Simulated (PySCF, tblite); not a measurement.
# C₇H₁₃OP: geometry, infrared bands and NMR shifts

What infrared bands and NMR shifts should C₇H₁₃OP (`C=CCP1CCOCC1`) show?

Programs: tblite 0.8.0 and PySCF 2.14.0, with density-fitted response routines of our own. Each step states its level of theory. These are calculated values for one molecule in the gas phase, unless marked as measured. Atoms count from 0, in the outputs and in this text.

**1. The molecule as given**

22 atoms, charge 0, multiplicity 1; geometry from: force field or distance geometry start.

Bonds of the start (Å): C0–C1 1.36, C1–C2 1.49, C2–P3 1.84, P3–C4 1.87, C4–C5 1.53, C5–O6 1.43, O6–C7 1.43, C7–C8 1.53, C8–P3 1.86, C0–H9 1.09, C0–H10 1.08, C1–H11 1.08, C2–H12 1.08, C2–H13 1.09, C4–H14 1.10, C4–H15 1.10, C5–H16 1.10, C5–H17 1.09, C7–H18 1.10, C7–H19 1.10, C8–H20 1.09, C8–H21 1.09.

**2. Geometry optimisation with GFN2-xTB**

What the job is given:

```
{"job": {"kind": "relax", "xc": "GFN2-xTB", "basis": "xTB"}, "charge": 0, "multiplicity": 1}
C      3.412900     0.527200     0.368600
C      2.587800     0.313600    -0.684800
C      1.503500    -0.710300    -0.682800
P      0.012100     0.349300    -0.912000
C     -0.258200     0.946500     0.844000
C     -1.730300     1.330600     1.036000
O     -2.593400     0.196500     0.925400
C     -2.640100    -0.325500    -0.402200
C     -1.309700    -0.962800    -0.820700
H      3.290100    -0.012400     1.308300
H      4.195500     1.265900     0.304900
H      2.766400     0.866000    -1.591500
H      1.623300    -1.384900    -1.523100
H      1.468300    -1.303700     0.228200
H      0.385900     1.819300     1.028300
H      0.005800     0.154000     1.553800
H     -1.851600     1.730800     2.054900
H     -2.053200     2.106800     0.341000
H     -2.969900     0.460400    -1.092600
H     -3.416400    -1.102200    -0.404600
H     -1.031200    -1.712800    -0.081900
H     -1.408200    -1.439400    -1.798200
```

Run with:

```bash
$ OMP_NUM_THREADS=1 python probes_run.py task.json out
```

One launch serves the whole session: the jobs run in the order shown.

**Question.** This job is followed by: GFN2-xTB harmonic vibrations, gas phase; GIAO PBE0/pcSseg-1 NMR shielding, non-relativistic, gas phase. Predict these results of the whole session: strongest single infrared mode (GFN2-xTB); zero-point energy (GFN2-xTB); 13C shifts against TMS (PBE0/pcSseg-1, means over atoms taken as alike); 1H shifts against TMS (PBE0/pcSseg-1, means over atoms taken as alike); 31P shifts against H3PO4 (PBE0/pcSseg-1); 17O shifts against H2O (PBE0/pcSseg-1); surface potential, 1st and 99th percentile.

The runs gave:

| quantity | value |
| --- | --- |
| strongest single infrared mode (GFN2-xTB) | 2846 cm⁻¹, 92 km/mol |
| zero-point energy (GFN2-xTB) | 115.5 kcal/mol |
| 13C shifts against TMS (PBE0/pcSseg-1, means over atoms taken as alike) | 142.4, 122.1, 70.5, 46.7, 32.4 ppm |
| 1H shifts against TMS (PBE0/pcSseg-1, means over atoms taken as alike) | 6.10, 5.40, 5.25, 3.96, 2.44, 1.47 ppm |
| 31P shifts against H3PO4 (PBE0/pcSseg-1) | -77.6 ppm |
| 17O shifts against H2O (PBE0/pcSseg-1) | 53.1 ppm |
| surface potential, 1st and 99th percentile | -1.41 V and 0.78 V |

What this shows: Relaxing lowered the energy by 0.172 eV in 106 steps; the close pair that moved most is C0–C1, from 1.355 to 1.321 Å. No mode is imaginary among the 60: a minimum at this level. GFN2-xTB is a fitted tight-binding method: band positions and strengths are rough. Its intensities can rank the bands wrongly. The most deshielded carbon is C1 (alkene CH), at 142.4 ppm: the olefinic region. The most deshielded hydrogen is H11 (hydrogen on an alkene CH), at 6.10 ppm: olefinic region. At PBE0/pcSseg-1: Shielding is most anisotropic at C1 (span 235 ppm, paramagnetic term -213 ppm).
